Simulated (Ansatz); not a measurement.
# Ir (Iridium): the cost of one run

Method: DFT PBEsol, frozen-core PAW, scalar-relativistic unless said, in Ansatz 0.2.0.

The COD entry's cell or inner coordinates are ideal or old and differ from later refinements, so a difference from it is no clean test against experiment.

3 further runs of the same task are left out: 3 that didn't finish.

## 1. Starting point

It takes space group Fm-3m (No. 225, cubic). Conventional cell: a = 3.831 Å, b = 3.831 Å, c = 3.831 Å, α = 90.00°, β = 90.00°, γ = 90.00°. Ir (site symmetry m-3m) has 12 Ir at 2.71 Å as nearest neighbours.

As a file:

```
CELL_PARAMETERS angstrom
0.00000 1.91560 1.91560
1.91560 0.00000 1.91560
1.91560 1.91560 0.00000
ATOMIC_POSITIONS crystal
Ir 0.00000 0.00000 0.00000
```

Cartesian axes are those of the input's lattice vectors. The structure goes back to a database entry.

## 2. Cell and atoms relaxed, PAW

Input file input.yaml:

```yaml
crystal:
  lattice:
    - [0.0, 1.9156, 1.9156]
    - [1.9156, 0.0, 1.9156]
    - [1.9156, 1.9156, 0.0]
  atoms:
    - { symbol: Ir, position: [0.0, 0.0, 0.0] }
kpoints:
  mp_grid: { grid: [20, 20, 20] }
scf:
  occupations: { method: fermi_dirac, width: 0.1 }
hamiltonian:
  xc: pbesol
  pseudopotentials: { kind: paw }
relax:
  f_tol: 0.002
  max_steps: 80
  cell: {}
output:
  forces: true
  stress: true
```

Started as:

```
$ ansatz run input.yaml --threads 2 --pin off --max-ram 5120MiB --backend cpu --events-out ev --progress --plain --runs-dir out
```

What time and memory should one allow on 2 threads of Intel Xeon Platinum 8259CL at 2.50GHz (Skylake/Cascade Lake), shared host?

About 8.7 s, with a peak of 0.4 GiB.
